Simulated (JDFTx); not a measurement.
# NiMoIrPdW (Cm) in JDFTx: further runs

The runs below take NiMoIrPdW through single point, with PBE.

Everything below comes from runs of JDFTx 1.7.0 (patched build). Logs are shortened: lines on timing, memory, paths and dates and some standing lists are left out, and cuts for length are marked. The log counts tension as positive stress, the text compression.

## 1. The structure

The structure is monoclinic, space group Cm (No. 8). The conventional cell has a = 4.689 Å, b = 2.863 Å, c = 11.144 Å, α = 90.00°, β = 101.20°, γ = 90.00°. Ni (site symmetry m) has 3 Ir at 2.59 to 2.61 Å and 3 Pd at 2.67 to 2.68 Å and 6 Ni at 2.75 to 2.86 Å as nearest neighbours. Around Mo (site symmetry m) lie 3 Ir at 2.68 Å and 6 Mo at 2.75 to 2.86 Å and 2 W at 2.78 Å. Pd (site symmetry m) has 3 Ni at 2.67 to 2.68 Å and 3 W at 2.74 to 2.75 Å and 6 Pd at 2.75 to 2.86 Å as nearest neighbours. Ir (site symmetry m) is surrounded by 3 Ni at 2.59 to 2.61 Å and 3 Mo at 2.68 Å and 6 Ir at 2.75 to 2.86 Å. Around W (site symmetry m) lie 3 Pd at 2.74 to 2.75 Å and 6 W at 2.75 to 2.86 Å and 2 Mo at 2.78 Å.

The cell was built by a generator and needn't be a form met in nature.

## 2. Single point, PBE, collinear spin, ferromagnetic start

NiMoIrPdW.in reads:

```
include NiMoIrPdW.lattice
coords-type Lattice
include NiMoIrPdW.ionpos

ion-species pseudo/Ni.upf
ion-species pseudo/Mo.upf
ion-species pseudo/Pd.upf
ion-species pseudo/Ir.upf
ion-species pseudo/W.upf
elec-cutoff 49 392
elec-ex-corr gga-PBE
kpoint-folding 4 4 1
elec-smearing Fermi 0.0018374661
elec-n-bands 52
spintype z-spin
initial-magnetic-moments Ni 1 Mo 1 Ir 0.6
elec-initial-magnetization 2 yes
electronic-SCF nIterations 100 energyDiffThreshold 1e-09
electronic-minimize nIterations 30 energyDiffThreshold 1e-7
converge-empty-states yes
forces-output-coords Cartesian

dump-name run.$VAR
dump End Ecomponents EigStats BandEigs Kpoints Forces Stress ElecDensity Dtot
```

NiMoIrPdW.lattice reads:

```
lattice \
    4.4306518718     4.4306518718    -4.1687358309 \
   -2.7049161803     2.7049161803     0.0000000000 \
    0.0171209187     0.0171209187    20.6428768566
```

NiMoIrPdW.ionpos reads:

```
ion Ni     0.4983800000     0.4983800000     0.2952500000 1
ion Mo     0.3177300000     0.3177300000     0.9120700000 1
ion Pd     0.2473300000     0.2473300000     0.4906100000 1
ion Ir     0.7498200000     0.7498200000     0.1080200000 1
ion W      0.6867300000     0.6867300000     0.6940600000 1
```

Potentials or basis: PseudoDojo-SR-PBE-0.5-standard with smoothed tails.

The run is started by

```sh
> jdftx -c 1 -i NiMoIrPdW.in -o NiMoIrPdW.out
```

Standard output:

```text
*************** JDFTx 1.7.0 (patched build) ***************

Input parsed successfully to the following command list (including defaults):
[... the input with its defaults ...]

---------- Setting up symmetries ----------

Non-trivial transmission matrix:
[   1   0   0  ]
[   0   1   1  ]
[   0   0   1  ]
with reduced lattice vectors:
[      4.430652      4.430652      0.261916  ]
[     -2.704916      2.704916      2.704916  ]
[      0.017121      0.017121     20.659998  ]

Found 4 point-group symmetries of the bravais lattice
Found 2 space-group symmetries with basis
Applied RMS atom displacement 0 bohrs to make symmetries exact.

---------- Initializing the Grid ----------
R =
[      4.43065      4.43065     -4.16874  ]
[     -2.70492      2.70492            0  ]
[    0.0171209    0.0171209      20.6429  ]
unit cell volume = 495.177
G =
[   0.708506   -1.16144    0.14308  ]
[   0.708506    1.16144    0.14308  ]
[ -0.00117525 1.11583e-20   0.304138  ]
Minimum fftbox size, Smin = [  48  48  188  ]
Chosen fftbox size, S = [  48  48  192  ]

---------- Initializing tighter grid for wavefunction operations ----------
R =
[      4.43065      4.43065     -4.16874  ]
[     -2.70492      2.70492            0  ]
[    0.0171209    0.0171209      20.6429  ]
unit cell volume = 495.177
G =
[   0.708506   -1.16144    0.14308  ]
[   0.708506    1.16144    0.14308  ]
[ -0.00117525 1.11583e-20   0.304138  ]
Minimum fftbox size, Smin = [  36  36  136  ]
Chosen fftbox size, S = [  36  36  140  ]

---------- Exchange Correlation functional ----------
Initalized PBE GGA exchange.
Initalized PBE GGA correlation.

---------- Setting up pseudopotentials ----------
Width of ionic core gaussian charges (only for fluid interactions / plotting) set to 0

Reading pseudopotential file 'pseudo/Ni.upf':
  'Ni' pseudopotential, 'PBE' functional
  Generated using ONCVPSP code by D. R. Hamann
  18 valence electrons, 4 orbitals, 6 projectors, 1001 radial grid points, with lMax = 2
    3S    l: 0   occupation:  2.0   eigenvalue: -4.081355
    3P    l: 1   occupation:  6.0   eigenvalue: -2.623460
    3D    l: 2   occupation:  8.0   eigenvalue: -0.326118
    4S    l: 0   occupation:  2.0   eigenvalue: -0.207378
  Core radius for overlap checks: 1.60 bohrs.

Reading pseudopotential file 'pseudo/Mo.upf':
  'Mo' pseudopotential, 'PBE' functional
  Generated using ONCVPSP code by D. R. Hamann
  14 valence electrons, 4 orbitals, 6 projectors, 1001 radial grid points, with lMax = 2
    4S    l: 0   occupation:  2.0   eigenvalue: -2.364714
    4P    l: 1   occupation:  6.0   eigenvalue: -1.414320
    4D    l: 2   occupation:  5.0   eigenvalue: -0.137921
    5S    l: 0   occupation:  1.0   eigenvalue: -0.150182
  Core radius for overlap checks: 1.35 bohrs.

Reading pseudopotential file 'pseudo/Pd.upf':
  'Pd' pseudopotential, 'PBE' functional
  Generated using ONCVPSP code by D. R. Hamann
  18 valence electrons, 3 orbitals, 6 projectors, 1001 radial grid points, with lMax = 2
    4S    l: 0   occupation:  2.0   eigenvalue: -3.135885
    4P    l: 1   occupation:  6.0   eigenvalue: -1.881528
    4D    l: 2   occupation: 10.0   eigenvalue: -0.148752
  Core radius for overlap checks: 1.48 bohrs.

Reading pseudopotential file 'pseudo/Ir.upf':
  'Ir' pseudopotential, 'PBE' functional
  Generated using ONCVPSP code by D. R. Hamann
  17 valence electrons, 4 orbitals, 8 projectors, 1001 radial grid points, with lMax = 3
    5S    l: 0   occupation:  2.0   eigenvalue: -3.600919
    5P    l: 1   occupation:  6.0   eigenvalue: -2.010143
    5D    l: 2   occupation:  7.0   eigenvalue: -0.262668
    6S    l: 0   occupation:  2.0   eigenvalue: -0.232672
  Core radius for overlap checks: 2.19 bohrs.

Reading pseudopotential file 'pseudo/W.upf':
  'W' pseudopotential, 'PBE' functional
  Generated using ONCVPSP code by D. R. Hamann
  14 valence electrons, 4 orbitals, 8 projectors, 1001 radial grid points, with lMax = 3
    5S    l: 0   occupation:  2.0   eigenvalue: -2.905892
    5P    l: 1   occupation:  6.0   eigenvalue: -1.587650
    5D    l: 2   occupation:  4.0   eigenvalue: -0.164649
    6S    l: 0   occupation:  2.0   eigenvalue: -0.209951
  Core radius for overlap checks: 2.00 bohrs.

Initialized 5 species with 5 total atoms.

Folded 1 k-points by 4x4x1 to 16 k-points.

---------- Setting up k-points, bands, fillings ----------
Adding inversion symmetry to k-mesh for non-inversion-symmetric unit cell.
Reduced to 7 k-points under symmetry.
Computing the number of bands and number of electrons
Calculating initial fillings.
nElectrons:  81.000000   nBands: 52   nStates: 14

----- Setting up reduced wavefunction bases (one per k-point) -----
average nbasis = 8117.062 , ideal nbasis = 8112.385

---------- Setting up ewald sum ----------
Optimum gaussian width for ewald sums = 2.417093 bohr.
Real space sum over 1183 unit cells with max indices [  6  6  3  ]
Reciprocal space sum over 3751 terms with max indices [  5  5  15  ]

---------- Allocating electronic variables ----------
Initializing wave functions:  linear combination of atomic orbitals
Note: number of bands (52) exceeds available atomic orbitals (49)
Ni (M=1) pseudo-atom majority spin occupations:   s ( 1 0.5 )  p ( 3 )  d ( 5 )
Ni (M=1) pseudo-atom minority spin occupations:   s ( 1 0 )  p ( 3 )  d ( 4.5 )
Mo (M=1) pseudo-atom majority spin occupations:   s ( 1 1 )  p ( 3 )  d ( 2.5 )
Mo (M=1) pseudo-atom minority spin occupations:   s ( 1 1 )  p ( 3 )  d ( 1.5 )
Pd pseudo-atom occupations:   s ( 2 )  p ( 6 )  d ( 10 )
Ir (M=0.6) pseudo-atom majority spin occupations:   s ( 1 0 )  p ( 3 )  d ( 4.8 )
Ir (M=0.6) pseudo-atom minority spin occupations:   s ( 1 0 )  p ( 3 )  d ( 4.2 )
W pseudo-atom occupations:   s ( 2 2 )  p ( 6 )  d ( 4 )
	FillingsUpdate:  mu: +5.798297589  nElectrons: 81.000000  magneticMoment: [ Abs: 2.38863  Tot: +2.00000 ]
LCAOMinimize: Iter:   0  F: -462.7239669060173810  |grad|_K:  4.010e-02  alpha:  1.000e+00
	FillingsUpdate:  mu: +5.410840185  nElectrons: 81.000000  magneticMoment: [ Abs: 2.31365  Tot: +2.00000 ]
LCAOMinimize: Iter:   1  F: -475.4132431352371668  |grad|_K:  3.845e-02  alpha:  1.707e-01  linmin: -2.337e-02  cgtest:  6.385e-01
LCAOMinimize: 	Wrong curvature in test step, increasing alphaT to 5.122460e-01.
[... 82 lines of inner loops ...]
LCAOMinimize: Iter:  29  F: -536.0861455716732280  |grad|_K:  1.441e-03  alpha:  5.571e-02  linmin: -1.299e-03  cgtest:  1.438e-01
	FillingsUpdate:  mu: +0.848264628  nElectrons: 81.000000  magneticMoment: [ Abs: 2.04618  Tot: +2.00000 ]
LCAOMinimize: Iter:  30  F: -536.0879036605842884  |grad|_K:  1.568e-03  alpha:  4.416e-02  linmin:  2.343e-04  cgtest: -1.297e-02
LCAOMinimize: None of the convergence criteria satisfied after 30 iterations.

-------- Electronic minimization -----------
Will mix electronic density at each iteration.
	FillingsUpdate:  mu: +0.848264628  nElectrons: 81.000000  magneticMoment: [ Abs: 2.04618  Tot: +2.00000 ]
	FillingsUpdate:  mu: +0.831335316  nElectrons: 81.000000  magneticMoment: [ Abs: 2.04618  Tot: +2.00000 ]
SCF: Cycle:  0   F: -534.758711413124161   dF: +1.329e+00   |Residual|: 8.777e-01   |deigs|: 6.344e-02
	FillingsUpdate:  mu: +0.788871454  nElectrons: 81.000000  magneticMoment: [ Abs: 2.69022  Tot: +2.00000 ]
SCF: Cycle:  1   F: -530.356734572446612   dF: +4.402e+00   |Residual|: 1.118e+00   |deigs|: 1.530e-01
	FillingsUpdate:  mu: +0.776388515  nElectrons: 81.000000  magneticMoment: [ Abs: 2.08152  Tot: +2.00000 ]
SCF: Cycle:  2   F: -535.319049160506893   dF: -4.962e+00   |Residual|: 5.104e-01   |deigs|: 9.373e-02
	FillingsUpdate:  mu: +0.780678814  nElectrons: 81.000000  magneticMoment: [ Abs: 2.05001  Tot: +2.00000 ]
SCF: Cycle:  3   F: -536.135155338356867   dF: -8.161e-01   |Residual|: 2.935e-01   |deigs|: 3.690e-02
	FillingsUpdate:  mu: +0.781291979  nElectrons: 81.000000  magneticMoment: [ Abs: 2.07038  Tot: +2.00000 ]
SCF: Cycle:  4   F: -536.209986490335041   dF: -7.483e-02   |Residual|: 2.892e-01   |deigs|: 1.067e-02
	FillingsUpdate:  mu: +0.773883149  nElectrons: 81.000000  magneticMoment: [ Abs: 2.08553  Tot: +2.00000 ]
SCF: Cycle:  5   F: -536.443197592446836   dF: -2.332e-01   |Residual|: 1.023e-01   |deigs|: 1.225e-02
	FillingsUpdate:  mu: +0.773513912  nElectrons: 81.000000  magneticMoment: [ Abs: 2.08172  Tot: +2.00000 ]
SCF: Cycle:  6   F: -536.441132671572063   dF: +2.065e-03   |Residual|: 9.011e-02   |deigs|: 1.837e-03
	FillingsUpdate:  mu: +0.774793439  nElectrons: 81.000000  magneticMoment: [ Abs: 2.03891  Tot: +2.00000 ]
SCF: Cycle:  7   F: -536.471355123477338   dF: -3.022e-02   |Residual|: 3.089e-02   |deigs|: 3.261e-03
	FillingsUpdate:  mu: +0.775127023  nElectrons: 81.000000  magneticMoment: [ Abs: 2.03569  Tot: +2.00000 ]
SCF: Cycle:  8   F: -536.472982294242115   dF: -1.627e-03   |Residual|: 2.946e-02   |deigs|: 1.008e-03
	FillingsUpdate:  mu: +0.775791791  nElectrons: 81.000000  magneticMoment: [ Abs: 2.03276  Tot: +2.00000 ]
SCF: Cycle:  9   F: -536.460152781061083   dF: +1.283e-02   |Residual|: 6.354e-02   |deigs|: 1.018e-03
	FillingsUpdate:  mu: +0.775348539  nElectrons: 81.000000  magneticMoment: [ Abs: 2.03425  Tot: +2.00000 ]
[... 17 lines left out ...]
	FillingsUpdate:  mu: +0.775024087  nElectrons: 81.000000  magneticMoment: [ Abs: 2.01036  Tot: +2.00000 ]
SCF: Cycle: 19   F: -536.475150307856097   dF: -7.825e-08   |Residual|: 1.492e-04   |deigs|: 7.983e-06
	FillingsUpdate:  mu: +0.775023149  nElectrons: 81.000000  magneticMoment: [ Abs: 2.01035  Tot: +2.00000 ]
SCF: Cycle: 20   F: -536.475150349324281   dF: -4.147e-08   |Residual|: 6.867e-05   |deigs|: 4.568e-06
	FillingsUpdate:  mu: +0.775023378  nElectrons: 81.000000  magneticMoment: [ Abs: 2.01033  Tot: +2.00000 ]
SCF: Cycle: 21   F: -536.475150371306881   dF: -2.198e-08   |Residual|: 3.801e-05   |deigs|: 3.210e-06
	FillingsUpdate:  mu: +0.775022989  nElectrons: 81.000000  magneticMoment: [ Abs: 2.01031  Tot: +2.00000 ]
SCF: Cycle: 22   F: -536.475150377337627   dF: -6.031e-09   |Residual|: 4.156e-05   |deigs|: 2.990e-06
	FillingsUpdate:  mu: +0.775023265  nElectrons: 81.000000  magneticMoment: [ Abs: 2.01030  Tot: +2.00000 ]
SCF: Cycle: 23   F: -536.475150379075330   dF: -1.738e-09   |Residual|: 4.199e-05   |deigs|: 1.941e-06
	FillingsUpdate:  mu: +0.775022587  nElectrons: 81.000000  magneticMoment: [ Abs: 2.01030  Tot: +2.00000 ]
SCF: Cycle: 24   F: -536.475150385013535   dF: -5.938e-09   |Residual|: 1.395e-05   |deigs|: 1.768e-06
	FillingsUpdate:  mu: +0.775022774  nElectrons: 81.000000  magneticMoment: [ Abs: 2.01030  Tot: +2.00000 ]
SCF: Cycle: 25   F: -536.475150386023188   dF: -1.010e-09   |Residual|: 5.099e-06   |deigs|: 6.931e-07
	FillingsUpdate:  mu: +0.775022736  nElectrons: 81.000000  magneticMoment: [ Abs: 2.01030  Tot: +2.00000 ]
SCF: Cycle: 26   F: -536.475150386224641   dF: -2.015e-10   |Residual|: 3.905e-06   |deigs|: 1.776e-07
	FillingsUpdate:  mu: +0.775022687  nElectrons: 81.000000  magneticMoment: [ Abs: 2.01030  Tot: +2.00000 ]
SCF: Cycle: 27   F: -536.475150386279324   dF: -5.468e-11   |Residual|: 4.560e-06   |deigs|: 2.091e-07
SCF: Converged (|Delta E|<1.000000e-09 for 2 iters).

Setting wave functions to eigenvectors of Hamiltonian
Converging empty states (this may take a while): |deigs|: 5.134e-06

# Stress tensor in Cartesian coordinates [Eh/a0^3]:
[ -5.32959e-05            0 -2.25581e-05  ]
[            0  6.22959e-06            0  ]
[ -2.25581e-05            0 -0.000143905  ]

# Ionic positions in lattice coordinates:
ion Ni   0.498380000000000   0.498380000000000   0.295250000000000 1
ion Mo   0.317730000000000   0.317730000000000   0.912070000000000 1
ion Pd   0.247330000000000   0.247330000000000   0.490610000000000 1
ion Ir   0.749820000000000   0.749820000000000   0.108020000000000 1
ion W   0.686730000000000   0.686730000000000   0.694060000000000 1

# Forces in Cartesian coordinates:
force Ni  -0.000374740022432  -0.000000000000000   0.003503007563217 1
force Mo   0.002279093377467  -0.000000000000000  -0.012787255012101 1
force Pd   0.001396717614544   0.000000000000000  -0.006972883574999 1
force Ir  -0.000987263536719  -0.000000000000000   0.003483437282359 1
force W  -0.002328099638652  -0.000000000000000   0.012757521655546 1

# Energy components:
   Eewald =     -393.6817918943542622
       EH =      132.2984824639185888
     Eloc =     -412.9496812574187175
      Enl =        1.8419405797819002
      Exc =      -91.3354691399140961
 Exc_core =       28.0799257947640228
       KE =      199.2736910824499716
-------------------------------------
     Etot =     -536.4729023707726583
       TS =        0.0022480155066250
-------------------------------------
        F =     -536.4751503862793243

IonicMinimize: Iter:   0  F: -536.475150386279324  |grad|_K:  5.247e-03
IonicMinimize: None of the convergence criteria satisfied after 0 iterations.

#--- Lowdin population analysis ---
# oxidation-state Ni +0.179
# magnetic-moments Ni +0.799
# oxidation-state Mo -0.040
# magnetic-moments Mo +0.343
# oxidation-state Pd +0.725
# magnetic-moments Pd +0.229
# oxidation-state Ir +0.148
# magnetic-moments Ir +0.237
# oxidation-state W -0.061
# magnetic-moments W +0.355

Dumping 'run.eigStats' ...
	eMin: -3.036354 at state 0 ( [ +0.000000 +0.000000 +0.000000 ] spin 1 )
	HOMO: +0.783359 at state 5 ( [ +0.250000 -0.250000 +0.000000 ] spin 1 )
	mu  : +0.775024
	LUMO: +0.763731 at state 10 ( [ +0.250000 +0.250000 +0.000000 ] spin -1 )
	eMax: +1.200901 at state 7 ( [ +0.000000 +0.000000 +0.000000 ] spin -1 )
	HOMO-LUMO gap: -0.019628
	Optical gap  : +0.002102 at state 10 ( [ +0.250000 +0.250000 +0.000000 ] spin -1 )
Done!
```

It took 9.1 min on 1 thread of AMD EPYC 7R13 (Zen 3), shared host; peak memory 0.4 GiB.

The run converged, but some of its settings lie outside the range that counts as converged, so its numbers aren't taken as properties of the crystal.

Results:

```
Free energy     : -14598.2325 eV
Pressure        : 1.9 GPa
Largest force   : 0.668 eV/Å
Net moment      : 2.00 μB per cell
Absolute moment : 2.01 μB per cell
Site moments    : Ni +0.80; Mo +0.34; Pd +0.23; Ir +0.24; W +0.35 μB
```

Caveat: the k mesh is coarse (spacing up to 0.65 Å⁻¹), so the values aren't converged; this set's palladium file may shift the pressure by some GPa; the total moment is fixed, so each spin has its own Fermi level.

[end of part 1 of 2]
